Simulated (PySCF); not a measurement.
**HfOF: relaxation and vibrations of the doublet**

Aim: relax HfOF as a doublet from a bent start, check by its vibrations whether the end is a minimum, and collect its spectrum and constants.

The runs use PySCF 2.14.0; PBE0, basis Hf def2-TZVP with ECP60, O def2-TZVP, F def2-TZVP, scalar-relativistic core potentials, no spin–orbit coupling, density fitting.

## (1) Where the work starts

3 atoms, charge 0, spin multiplicity 2.

Bond lengths: Hf1–O2 1.850 Å, Hf1–F3 2.160 Å. Angles: O2–Hf1–F3 110.0°.

Coordinates in bohr (charge 0 multiplicity 2):
```
Hf    0.0000    0.0000    0.0000
O    -2.8637    0.0000    2.0052
F     3.3437    0.0000    2.3412
```

## (2) First SCF at the start

The steps below are one call of a driver around PySCF. For each, scf.py gives the equivalent set-up of the SCF; relaxations use the driver's own optimiser. After this first run the driver tries any further starts and a stability analysis.

scf.py reads:

```python
from pyscf import gto, scf, dft
mol = gto.M(atom='''
Hf     0.000000     0.000000     0.000000
O     -1.515400     0.000000     1.061100
F      1.769400     0.000000     1.238900''',
    basis={'Hf': 'def2-TZVP', 'O': 'def2-TZVP', 'F': 'def2-TZVP'},
    ecp={'Hf': 'def2-TZVP'},
    charge=0, spin=1)
mf = dft.UKS(mol, xc='PBE0')
mf.grids.atom_grid = (50, 194)
aux = {'Hf': 'def2-universal-JKFIT', 'O': 'def2-universal-JKFIT', 'F': 'def2-universal-JKFIT'}
mf = mf.density_fit(auxbasis=aux)
mf.conv_tol = 1e-08
mf.diis_space = 10
mf.max_cycle = 60
mf.init_guess = 'minao'
mf.verbose = 4
mf.kernel()
```

Launch:

```console
> OMP_NUM_THREADS=4 python axn.py task.json out
```

Output:

```text
init E= -204.487716711872
[... the frontier-level lines of each cycle are left out ...]
cycle= 1 E= -222.681897810258  delta_E= -18.2  |g|= 0.904  |ddm|= 4.17
cycle= 2 E= -214.73144909253  delta_E= 7.95  |g|=  3.4  |ddm|= 2.35
cycle= 3 E= -222.975660247524  delta_E= -8.24  |g|= 0.278  |ddm|= 2.25
cycle= 4 E= -222.928941180306  delta_E= 0.0467  |g|= 0.481  |ddm|= 0.534
cycle= 5 E= -223.017874384519  delta_E= -0.0889  |g|= 0.0828  |ddm|= 0.227
cycle= 6 E= -223.019069058067  delta_E= -0.00119  |g|= 0.0617  |ddm|= 0.0645
cycle= 7 E= -223.020664982566  delta_E= -0.0016  |g|= 0.0101  |ddm|= 0.0289
cycle= 8 E= -223.020716068991  delta_E= -5.11e-05  |g|= 0.00195  |ddm|= 0.0108
cycle= 9 E= -223.020720300277  delta_E= -4.23e-06  |g|= 0.000653  |ddm|= 0.0036
cycle= 10 E= -223.020721968961  delta_E= -1.67e-06  |g|= 0.000269  |ddm|= 0.00344
cycle= 11 E= -223.020722199942  delta_E= -2.31e-07  |g|= 0.000121  |ddm|= 0.00118
cycle= 12 E= -223.020722241228  delta_E= -4.13e-08  |g|= 6.82e-05  |ddm|= 0.000498
cycle= 13 E= -223.020722248528  delta_E= -7.3e-09  |g|= 1.29e-05  |ddm|= 0.000203
Extra cycle  E= -223.020722248974  delta_E= -4.46e-10  |g|= 8.9e-06  |ddm|= 4.83e-05
converged SCF energy = -223.020722248974  <S^2> = 0.75487065  2S+1 = 2.0048647
```

This step, with its further starts and checks, took 7.8 s on 4 threads of Arm Neoverse V2, shared host.

The starts that the driver tried:

| start | energy (Eh) |
| --- | --- |
| the minimal-basis guess | -223.020722 |
| a thermally smeared density | -223.020722 |
| a smeared PBE density | -223.020722 |

No lower solution of this spin turned up from the other starts or in the test of internal stability.

## (3) Bent start, doublet: relaxation

The program finds Cs symmetry in the start, which this walk keeps. Threshold on the gradient: 0.0003 Eh/bohr, with a further test on the energy change.

scf.py: that of step 2 with these lines changed.

```diff
@@ -3,3 +3,3 @@
-Hf     0.000000     0.000000     0.000000
-O     -1.515400     0.000000     1.061100
-F      1.769400     0.000000     1.238900''',
+Hf    -0.043627     0.000000    -0.188468
+O     -1.559027     0.000000     0.872632
+F      1.725773     0.000000     1.050432''',
@@ -16 +15,0 @@
-mf.init_guess = 'minao'
```

Steps of the walk:

| step | energy (Eh) | change (kJ/mol) | largest symmetric gradient (Eh/bohr) |
| --- | --- | --- | --- |
| 0 | -223.020722 | 0.00 | 0.09736 |
| 1 | -223.047887 | -71.32 | 0.03494 |
| 2 | -223.050601 | -78.45 | 0.01958 |
| 3 | -223.051301 | -80.29 | 0.00245 |
| 4 | -223.051338 | -80.38 | 0.00043 |
| 5 | -223.051339 | -80.38 | 0.00003 |

The walk took 8.8 s.

Positions (Å) and forces (eV/Å) along the way:

```
step 0
Hf  -0.044   0.000  -0.188  -0.827   0.000   5.007
O   -1.559   0.000   0.873   3.713   0.000  -2.796
F    1.726   0.000   1.050  -2.886   0.000  -2.211
step 1
Hf  -0.029   0.000  -0.096   1.798   0.000   0.392
O   -1.488   0.000   0.832  -0.356   0.000   0.398
F    1.641   0.000   0.999  -1.442   0.000  -0.790
step 3
Hf   0.004   0.000  -0.122   0.038   0.000   0.070
O   -1.437   0.000   0.860   0.090   0.000  -0.027
F    1.556   0.000   0.997  -0.128   0.000  -0.043
step 5
Hf   0.005   0.000  -0.129   0.006   0.000  -0.001
O   -1.425   0.000   0.864  -0.003   0.000  -0.008
F    1.544   0.000   0.999  -0.002   0.000   0.009
```

It settles in Cs symmetry, 80.4 kJ/mol below the start, after 5 steps: Hf–F 1.908 Å, Hf–O 1.741 Å; F–Hf–O 109.0°.

## (4) Is it a minimum? Harmonic modes

The point is checked on the finer grid, and tightened if its gradient asks for it. The Hessian and the dipole derivatives come from central differences of analytic gradients, with steps of 0.02 bohr.

scf.py: that of step 3 with these lines changed.

```diff
@@ -3,3 +3,3 @@
-Hf    -0.043627     0.000000    -0.188468
-O     -1.559027     0.000000     0.872632
-F      1.725773     0.000000     1.050432''',
+Hf    -0.029478     0.000000    -0.171968
+O     -1.461931     0.000000     0.818617
+F      1.510879     0.000000     0.953972''',
@@ -10 +10 @@
-mf.grids.atom_grid = (50, 194)
+mf.grids.atom_grid = (75, 302)
@@ -13 +13 @@
-mf.conv_tol = 1e-08
+mf.conv_tol = 1e-10
```

The driver hands on the density of the step before, so the log starts near convergence.

Log of the central SCF (cycles and frontier levels):

```text
init E= -223.051561446785
[... the frontier-level lines of each cycle are left out ...]
cycle= 1 E= -223.051561446784  delta_E= 1.71e-12  |g|= 3.26e-06  |ddm|= 4.42e-06
Extra cycle  E= -223.051561446754  delta_E= 2.99e-11  |g|= 9.5e-06  |ddm|= 6.63e-06
converged SCF energy = -223.051561446754  <S^2> = 0.75311766  2S+1 = 2.0031152
```

The whole step took 35 s.

Geometry: Cs; Hf–F 1.908 Å, Hf–O 1.742 Å; F–Hf–O 109.2°.

Harmonic modes (main isotopes):

```csv
symmetry,ω (cm⁻¹),IR (km/mol),μ (u),type
a',220,15.6,18.66,bend
a',631,96.2,20.94,stretch
a',961,146,17.28,stretch
```

All wavenumbers are real: a minimum.

Constants and moments:

```yaml
Dipole_moment: 4.72 D
Highest_occupied_level: -5.91 eV
Lowest_empty_level: -3.08 eV
Rotational_constants: 0.5349, 0.212, 0.1518 cm⁻¹
Zero-point_energy: 10.8 kJ/mol
Principal_polarisabilities: 52.5, 68.7, 84.3 bohr³
Atomisation_energy_without_zero-point_energy: 1350 kJ/mol
Principal_traceless_quadrupole_moments_about_the_centre_of_mass: -8.41, 2.10, 6.31 D Å
Entropy_at_298.15_K_and_1_bar_electronic_part_spin_only: 292.6 J/(mol K)
Heat_capacity_Cp_at_298.15_K: 46.6 J/(mol K)
Enthalpy_at_298.15_K_above_0_K: 11.80 kJ/mol
Rotational_symmetry_number: 1
Spin_squared_⟨S²⟩: 0.753
```

Charges (e) and bond orders:

| atom | Mulliken | Löwdin | polar tensor | spin (Mulliken) | Mayer order to Hf1 |
| --- | --- | --- | --- | --- | --- |
| Hf1 | 0.98 | 0.58 | 1.49 | 1.08 | – |
| O2 | -0.55 | -0.33 | -0.87 | -0.07 | 2.19 |
| F3 | -0.43 | -0.25 | -0.61 | -0.01 | 0.97 |

Mulliken populations on Hf1 (outside its core potential): s 2.80, p 6.25, d 1.86, f 0.12.

## (5) Summary of results

| quantity | value |
| --- | --- |
| minimum | doublet, Cs |
| geometry | Hf–F 1.908 Å, Hf–O 1.742 Å; F–Hf–O 109.2° |
| wavenumbers (cm⁻¹) | 220 (a'), 631 (a'), 961 (a') |
| dipole moment | 4.72 D |
| highest occupied, lowest empty level (either spin) | -5.91, -3.08 eV |
| polar-tensor charge of Hf1 | +1.49 e |
| zero-point energy | 10.8 kJ/mol |
| entropy at 298.15 K | 292.6 J/(mol K) |
| atomisation energy (no zero-point energy) | 1350 kJ/mol |
| ⟨S²⟩ | 0.753 |

In words: The molecule stays Cs, as typed, and the end point is a minimum. The strongest infrared band lies at 961 cm⁻¹ (a', stretch). Most of the spin sits on Hf1 (Mulliken spin 1.08, against 1 for the whole molecule). Only this shape and spin were tried, so other structures or states may lie lower. One determinant may miss the lowest occupation of an open d or f shell. Spin–orbit coupling, left out here, can matter for elements this heavy.

The search up to here took 52 s.
